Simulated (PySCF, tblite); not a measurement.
# C8H11FSi: geometry, infrared bands and NMR shifts

Aim: predict the infrared bands and NMR shifts of C8H11FSi (`C#C[Si@@](F)(C#CC)CCC`).

The runs use tblite 0.8.0 and PySCF 2.14.0, with density-fitted response routines of our own; the level of theory stands in each step. All values are computed, except where a source is named. Atoms count from 0, in the outputs and in this text.

### 1 The molecule as given

21 atoms, charge 0, multiplicity 1; geometry from: force field or distance geometry start.

Bonds of the start (Å): C0–C1 1.20, C1–Si2 1.88, Si2–F3 1.62, Si2–C4 1.87, C4–C5 1.20, C5–C6 1.46, Si2–C7 1.89, C7–C8 1.53, C8–C9 1.53, C0–H10 1.07, C6–H11 1.09, C6–H12 1.11, C6–H13 1.10, C7–H14 1.10, C7–H15 1.10, C8–H16 1.09, C8–H17 1.09, C9–H18 1.09, C9–H19 1.09, C9–H20 1.09.

### 2 Geometry optimisation with GFN2-xTB

Job settings and geometry (Å):

```
{"job": {"kind": "relax", "xc": "GFN2-xTB", "basis": "xTB"}, "charge": 0, "multiplicity": 1}
C      0.741000     3.403900     1.511300
C      0.637400     2.539300     0.681200
Si     0.510600     1.165100    -0.592500
F      0.806000     1.826200    -2.042900
C      1.759900    -0.199400    -0.295400
C      2.559400    -1.072000    -0.117300
C      3.547700    -2.128500     0.108600
C     -1.246400     0.481300    -0.664500
C     -1.744600    -0.201800     0.614100
C     -3.173400    -0.721800     0.454200
H      0.814600     4.180900     2.236600
H      3.528100    -2.860800    -0.704400
H      3.330000    -2.663900     1.053800
H      4.561600    -1.718200     0.177700
H     -1.299800    -0.232500    -1.494700
H     -1.931100     1.300800    -0.918100
H     -1.091500    -1.031000     0.886100
H     -1.726700     0.503800     1.450500
H     -3.506200    -1.195700     1.381000
H     -3.857300     0.095600     0.223200
H     -3.228200    -1.454400    -0.350400
```

Command:

```console
> OMP_NUM_THREADS=1 python probes_run.py task.json out
```

One launch serves the whole session: the jobs run in the order shown.

**Question.** This job is followed by: GFN2-xTB harmonic vibrations, gas phase; GIAO PBE0/pcSseg-1 NMR shielding, non-relativistic, gas phase. What will the session give for the following? strongest single infrared mode (GFN2-xTB); zero-point energy (GFN2-xTB); ¹³C shifts against TMS (PBE0/pcSseg-1); ¹H shifts against TMS (PBE0/pcSseg-1, means over atoms taken as alike); ²⁹Si shifts against TMS (PBE0/pcSseg-1); ¹⁹F shifts against CFCl3 (PBE0/pcSseg-1).

As calculated:

| quantity | value |
| --- | --- |
| strongest single infrared mode (GFN2-xTB) | 2329 cm⁻¹, 272 km/mol |
| zero-point energy (GFN2-xTB) | 101.3 kcal/mol |
| ¹³C shifts against TMS (PBE0/pcSseg-1) | 112.4, 101.1, 88.3, 83.8, 24.6, 20.3, 18.8, 5.6 ppm |
| ¹H shifts against TMS (PBE0/pcSseg-1, means over atoms taken as alike) | 2.10, 1.89, 1.36, 1.33, 1.08, 0.91, 0.88 ppm |
| ²⁹Si shifts against TMS (PBE0/pcSseg-1) | -31.8 ppm |
| ¹⁹F shifts against CFCl3 (PBE0/pcSseg-1) | -169.8 ppm |

In words: Relaxing lowered the energy by 0.062 eV in 58 steps; the close pair that moved most is Si2–C4, from 1.874 to 1.842 Å. The lowest mode is imaginary (25i cm⁻¹), so the xTB geometry is not a minimum. The strongest single mode, at 2329 cm⁻¹, moves mainly C5 and C4. GFN2-xTB is a fitted tight-binding method: band positions and strengths are rough. Its intensities can rank the bands wrongly.
